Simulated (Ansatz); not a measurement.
One input on several machines: LDA, a 2×2×2 supercell of ScV2Ga4 (I4/mmm), atoms displaced at random by about 0.04 Å along each cell vector

All times were clocked for whole runs of Ansatz 0.2.0, start-up included, one run at a time with no other job on the machine: an Arm Neoverse N1 node (56 of its 64 cores, memory capped at 64 GiB); a node with four NVIDIA GB300 Max-Q cards and 144 Grace (Neoverse V2) cores; a node with four NVIDIA GB200 cards and 144 Grace (Neoverse V2) cores; a node with eight NVIDIA H100 80GB cards and 96 AMD EPYC 7R13 cores; an Intel Xeon 6975P-C node (Granite Rapids, 96 cores, 192 hardware threads, 360 GiB). Times and memory are rounded to two significant figures, and ratios are formed from the unrounded values. A row is a single run, so small differences between rows aren't established. System services beside the runs took up to 5 cores (rounded up). Runs with a thread on every core shared the cores with them. Precision is the program's default, which can work at lower precision in parts of a run. Card memory is the largest of readings taken every 0.4 s, so short peaks can be missed, and it isn't given for runs under about 3 s. It shows what a run took, which needn't be the least that it can run in: the program holds more work at once where threads and free memory allow.

Commands are shown without the flags for output files and display.

The PAW files were made with PBE. For this functional the program regenerates the frozen cores at set-up.

| Item | Value |
| --- | --- |
| atoms | 56 |
| valence electrons | 712 |
| cell volume | 858 Å³ |
| cutoff (chosen by the program) | 420 eV |
| k mesh | 4×4×4 |
| k points solved | 36 |
| symmetry operations used (translations within a supercell counted) | 1 |
| plane waves at Γ | 16805 |
| dense FFT grid | 72×72×72 |
| bands at the start | 412 |
| spin | none |
| first density | atoms corrected by the program's trained network |

The input file:

```yaml
crystal:
  lattice:
    - [-6.454332, 6.454332, 5.148832]
    - [6.454332, -6.454332, 5.148832]
    - [6.454332, 6.454332, -5.148832]
  atoms:
    - { symbol: Sc, position: [0.005720, 0.001413, 0.002629] }
    - { symbol: V, position: [0.378343, 0.121798, 0.244031] }
    - { symbol: V, position: [0.120710, 0.376300, 0.254033] }
    # ... 52 more atoms, left out here ...
    - { symbol: Ga, position: [0.845659, 0.645474, 0.499435] }
kpoints:
  mp_grid: { grid: [4, 4, 4] }
hamiltonian:
  xc: lda
scf:
  occupations: { method: fermi_dirac, width: 0.1 }
output: { forces: true, stress: true }
```

| machine share | command | wall time | SCF clock | outside it | CPU time | SCF iterations | threads | the cards share | host memory (GiB) | fullest card (GiB) | remarks |
| --- | --- | --- | --- | --- | --- | --- | --- | --- | --- | --- | --- |
| 1 × GB300 | ansatz run input.yaml --backend cuda --devices 1 | 8.0 s | 6.5 s | 1.5 s | 2.8 min | 8 | 72 |  | 3.1 | 77 |  |
| 1 × H100 | ansatz run input.yaml --backend cuda --devices 1 | 7.9 s | 5.6 s | 2.2 s | 80 s | 8 | 48 |  | 2.5 | 69 | card 69 of 80 GiB; slots 36→28 |
| 2 × GB200 | ansatz run input.yaml --backend cuda --devices 2 | 4.3 s | 2.3 s | 2.1 s | 63 s | 8 | 2×72 | k points | 5.4 | 40 |  |
| 2 × GB300 | ansatz run input.yaml --backend cuda --devices 2 | 5.8 s | 3.7 s | 2.1 s | 98 s | 8 | 2×72 | k points | 5.5 | 40 |  |
| 4 × GB200 | ansatz run input.yaml --backend cuda --devices 4 | 5.9 s | 1.6 s | 4.2 s | 48 s | 8 | 4×36 | k points | 7.1 | 21 |  |
| 4 × GB300 | ansatz run input.yaml --backend cuda --devices 4 | 6.5 s | 2.3 s | 4.2 s | 66 s | 8 | 4×36 | k points | 7.1 | 21 |  |
| 56 threads, Neoverse N1 | taskset -c 8-63 ansatz run input.yaml --threads 56 --backend cpu --max-ram 64GiB | 93 s | 92 s | 1.3 s | 81 min | 8 | 56 |  | 45 |  | host 45 of 64 GiB |
| 96 threads, Xeon 6975P-C | ansatz run input.yaml --threads 96 --backend cpu | 17 s | 16 s | 0.68 s | 23 min | 8 | 96 |  | 46 |  |  |

The SCF clock is the program's own. It runs from the start of the first SCF loop to the final result and holds forces, stress, later SCFs and response steps. Outside it lie start-up, exit and the set-up ahead of the first loop, which depends on the cell and the method.

«slots a→b»: to fit the memory the program cut the eigensolver solves (one k point and spin each) that it holds at once from a to b, which trades time for memory. «card a of b GiB» or «host a of b GiB»: the run took three quarters or more of a card's memory (or the program reckoned to fill 85 % of what was free), or 60 % or more of the host memory that it had. The program fits its work to the free memory, so such a run may be limited by memory even where its log doesn't say so. Rows whose remarks tell of memory aren't like for like with rows without. Of long logs only the start and the end were kept, so a limit that memory set in between can be missed. Threads written as a×b are a pools of b host workers, as the log lists them; the log's own count of threads can differ.

The machines don't compute alike at the default precision: the logs show emulated matrix products on GB200 and GB300, and some doubles held as pairs of floats on GB300.

The runs on cards also kept host threads busy (see the CPU time), so differences between cards can come from their hosts too.

Among these rows the slowest by wall time (56 threads, Neoverse N1, see its remark on memory) takes 21 times as long as the fastest (2 × GB200). Up to 72 % of a wall time lies outside the SCF clock (4 × GB200), so the wall times show the speed at the clocked work only in part. On the SCF clock alone the slowest (56 threads, Neoverse N1, see its remark on memory) takes 56 times as long as the fastest (4 × GB200). The fastest takes under 2 s, so this ratio is rough.

The gap on the SCF clock between 2 × GB300 and 2 × GB200 (3.7 s against 2.3 s) lies mostly in the eigensolver (2.3 s against 1.4 s). Its cause wasn't traced.

Problem. How long does the same input take on 1 × GB200 (ansatz run input.yaml --backend cuda --devices 1)?

Solution. 5.0 s, in 8 SCF iterations, 0.63 times the time on 1 × GB300; peak host memory 3.0 GiB, 76 GiB on the fullest card. Of the wall time 3.7 s is on the SCF clock and 1.4 s outside. On the SCF clock alone it is 0.56 times that on 1 × GB300 (3.7 s against 6.5 s). The gap on the SCF clock between 1 × GB300 and 1 × GB200 (6.5 s against 3.7 s) lies mostly in the eigensolver (4.2 s against 2.4 s). Its cause wasn't traced.
